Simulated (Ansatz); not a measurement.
# YClF₂: a ladder of functionals and wavefunction methods

An exercise on one series of results from a longer session: the logs are not shown, and one member is left open.

Computed with Ansatz 0.2.0, Gaussian basis. Level: functionals in def2-TZVPP, the program's frozen cores in correlated methods.

Levels to be run: LDA (SPW92), PBE-D4, revPBE-D4, BLYP-D4, r2SCAN-D4, B97M-V, PBE0-D4, B3LYP-D4, r2SCANh-D4, r2SCAN0-D4, HSE06-D4, BHLYP-D4, CAM-B3LYP-D4, LC-ωPBE, ωB97X-V, ωB97M-V, B2PLYP, PBE-QIDH; CCSD(T)/def2-SVP; CCSD(T)/def2-TZVPP; MP2/def2-QZVPP; extrapolation to the limit; RPA on PBE.

### The geometry

All runs share one geometry, relaxed beforehand with PBE0-D4 in a triple-zeta def2 set. Y takes the def2 core potential; no spin-orbit term is included.

SMILES `[F][Y]([F])[Cl]`, 4 atoms, charge 0, spin multiplicity 1.

Atoms are counted from 1 here; the program's logs count them from 0.

Bond lengths: F1–Y2 1.982 Å, Y2–F3 1.982 Å, Y2–Cl4 2.466 Å. Angles: F1–Y2–F3 117.5°, F1–Y2–Cl4 121.2°, F3–Y2–Cl4 121.2°.

As a file:

```xyz
4
ClF2Y
F    -1.3181   -0.8758    1.2736
Y     0.0406   -0.0802    0.0697
F     1.9381   -0.5552    0.3892
Cl   -0.6051    1.4510   -1.7528
```

The first run:

File in.yaml:

```yaml
crystal:
  periodic: [false, false, false]
  atoms:
    - {symbol: F, position_ang: [-1.318062, -0.875811, 1.273588]}
    - {symbol: Y, position_ang: [0.040591, -0.080185, 0.069670]}
    - {symbol: F, position_ang: [1.938114, -0.555227, 0.389230]}
    - {symbol: Cl, position_ang: [-0.605143, 1.451023, -1.752788]}
basis:
  gaussian: {orbitals: def2-TZVPP}
hamiltonian: {xc: lda}
output: {orbitals: {seedname: orbitals}}
```

Launch:

```console
$ ansatz run in.yaml --threads 4 --pin off --events-out ev --progress --plain --max-ram 10444MiB
```

Steps of the session up to this table: LDA; PBE-D4 (GGA); revPBE-D4 (GGA); BLYP-D4 (GGA); r2SCAN-D4 (meta-GGA); B97M-V (meta-GGA); B3LYP-D4 (hybrid); r2SCANh-D4 (hybrid); r2SCAN0-D4 (hybrid); HSE06-D4 (hybrid); BHLYP-D4 (hybrid); CAM-B3LYP-D4 (range-separated); LC-ωPBE (range-separated); ωB97X-V (range-separated); ωB97M-V (range-separated); B2PLYP (double hybrid); PBE-QIDH (double hybrid).

One table of the session follows, with a row left open; its other results are not shown here.

It belongs to the step «Orbital energies across the functionals». 

```
  functional  HOMO (eV)  LUMO (eV)  gap (eV)
 LDA (SPW92)      -7.74      -3.54      4.21
      PBE-D4      -7.55      -3.33      4.23
   revPBE-D4      -7.48      -3.20      4.28
     BLYP-D4      -7.40      -3.38      4.02
   r2SCAN-D4      -7.91      -2.84      5.07
      B97M-V      -7.96      -3.08      4.87
     PBE0-D4      -8.98      -2.56      6.42
    B3LYP-D4      -8.70      -2.94      5.76
  r2SCANh-D4      -8.44      -2.60      5.83
  r2SCAN0-D4      -9.22      -2.25      6.97
    HSE06-D4      -8.57      -2.92      5.65
    BHLYP-D4     -10.26      -2.05      8.21
CAM-B3LYP-D4          ?          ?         ?
     LC-ωPBE     -11.79      -0.51     11.28
     ωB97X-V     -11.41      -0.71     10.70
     ωB97M-V     -11.27      -1.17     10.10
```

Q: Estimate the row for CAM-B3LYP-D4 from the others.

The run gave: HOMO (eV): -10.37; LUMO (eV): -1.85; gap (eV): 8.52. In the column «HOMO (eV)» it lies between ωB97M-V (-11.27) and BHLYP-D4 (-10.26).
